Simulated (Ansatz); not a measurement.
Task: a point defect in a supercell of Ti₃InC, space group Pm-3m, with the Ansatz DFT code, driven from Python. Give the script and its output. Level of theory (first run): PBEsol, PAW, the default cutoff (420 eV here), 2×2×3 k-points, Fermi-Dirac smearing of 0.15 eV.

```yaml
crystal:
  lattice:
    - [4.23556, 0.00000, 0.00000]
    - [0.00000, 4.23556, 0.00000]
    - [0.00000, 0.00000, 4.23556]
  atoms:
    - { symbol: Ti, position: [0.50000, 0.50000, 0.00000] }
    - { symbol: Ti, position: [0.50000, 0.00000, 0.50000] }
    - { symbol: Ti, position: [0.00000, 0.50000, 0.50000] }
    - { symbol: In, position: [0.00000, 0.00000, 0.00000] }
    - { symbol: C, position: [0.50000, 0.50000, 0.50000] }
```

`ti3inc.py`
```python
'''Point defect (vacancy) in Ti3InC.'''

import ansatz as az
import numpy as np
from pymatgen.core import Lattice, Structure
from pymatgen.io.ase import AseAtomsAdaptor

FILLING = 'fermi_dirac'
SIGMA = 0.15
K_SPACING = 0.61
XC = 'pbesol'

pmg_structure = Structure(
    Lattice([(4.235561, 0.0, 0.0), (0.0, 4.235561, 0.0), (0.0, 0.0, 4.235561)]),
    ['Ti', 'Ti', 'Ti', 'In', 'C'],
    [
        (0.5, 0.5, 0.0),
        (0.5, 0.0, 0.5),
        (0.0, 0.5, 0.5),
        (0.0, 0.0, 0.0),
        (0.5, 0.5, 0.5),
    ],
)
xtal = az.Crystal.from_ase(AseAtomsAdaptor.get_atoms(pmg_structure))
host = xtal.supercell(2, 2, 1)
defective = host.vacancy('Ti', at=(0.0, 0.5, 0.5))

def with_settings(structure):
    return (
        structure.calculation()
        .occupations(FILLING, width=SIGMA)
        .kpoints(spacing=K_SPACING)
        .pseudopotentials('paw')
        .functional(XC)
        .band_table()
    )


perfect = with_settings(host).run(threads=1, pin='off').report
base = (
    with_settings(defective)
    .relax(force_tolerance=0.05, max_steps=40)
)
res = base.run(threads=1, pin='off')
report = res.report

n_host, n_defect = len(perfect['lattice']['sites']), len(report['lattice']['sites'])
print(f'perfect cell: {n_host} atoms, F = {perfect["free_energy_ev"]:.4f} eV')
print(f'defect cell:  {n_defect} atoms, F = {report["free_energy_ev"]:.4f} eV')
# chemical potentials are still to be added to this difference
print(f'difference {report["free_energy_ev"] - perfect["free_energy_ev"]:.4f} eV (no chemical potentials)')

start = np.array([site.position for site in defective.resolved().sites])
step = np.array([site.position_frac for site in res.lattice.sites]) - start
moved = np.linalg.norm((step - np.round(step)) @ res.lattice.cell_ang, axis=1)
print('relaxation by atom (A):', ' '.join(f'{site.symbol}:{d:.3f}' for site, d in zip(res.lattice.sites, moved)))

pull = np.linalg.norm(report['forces_ev_ang'], axis=1)
for atom in np.argsort(-pull)[:5]:
    print(f'force on {res.lattice.sites[atom].symbol}{atom}: {pull[atom]:.3f} eV/A')
```

```console
$ python ti3inc.py
DeckWarning: basis.ecutwfc = 420 eV, auto-derived from the records' recommended cutoffs: set by Ti (normal level)
perfect cell: 20 atoms, F = -52788.1392 eV
defect cell:  19 atoms, F = -50310.8759 eV
difference 2477.2633 eV (no chemical potentials)
relaxation by atom (A): Ti:0.171 Ti:0.080 In:0.051 C:0.028 Ti:0.040 Ti:0.080 Ti:0.000 In:0.051 C:0.008 Ti:0.171 Ti:0.080 Ti:0.000 In:0.043 C:0.028 Ti:0.040 Ti:0.080 Ti:0.000 In:0.043 C:0.008
force on Ti9: 0.030 eV/A
force on Ti0: 0.030 eV/A
force on C3: 0.025 eV/A
force on C13: 0.025 eV/A
force on Ti10: 0.020 eV/A
```
(Warnings from the package without file and line.)

What to keep in mind:
- Absolute energies stand on the zero of these potentials, so only differences at equal settings mean something. A total without «per atom» is that of the cell as typed.
- For a metal this k-point mesh is coarse: on a finer one energies can move by several to tens of meV an atom and pressures by half a GPa or more, differences at one mesh by less.
- The relaxation stopped at 0.030 eV/Å, so the energy gained is a lower bound and displacements are uncertain.
- The smearing is wide enough that free energy and stress hold a thermal part of the electrons.
- The difference holds no chemical potentials.
- Errors of mesh and smearing per atom add up over the supercell, so the energy can be off by tenths of an eV.
- The structure comes from a database of computed cells and needn't be a stable or known phase.
- The supercell is small, so the defect meets its images and the energies aren't those of an isolated defect; a partly filled defect level may also lower its energy by spin or distortion. For a charged cell the difference holds no correction, alignment or term for the electrons' reservoir.
- Wall time of the script: 110 s on 1 thread of Arm Neoverse V2, on a shared host, peak memory 0.86 GiB.
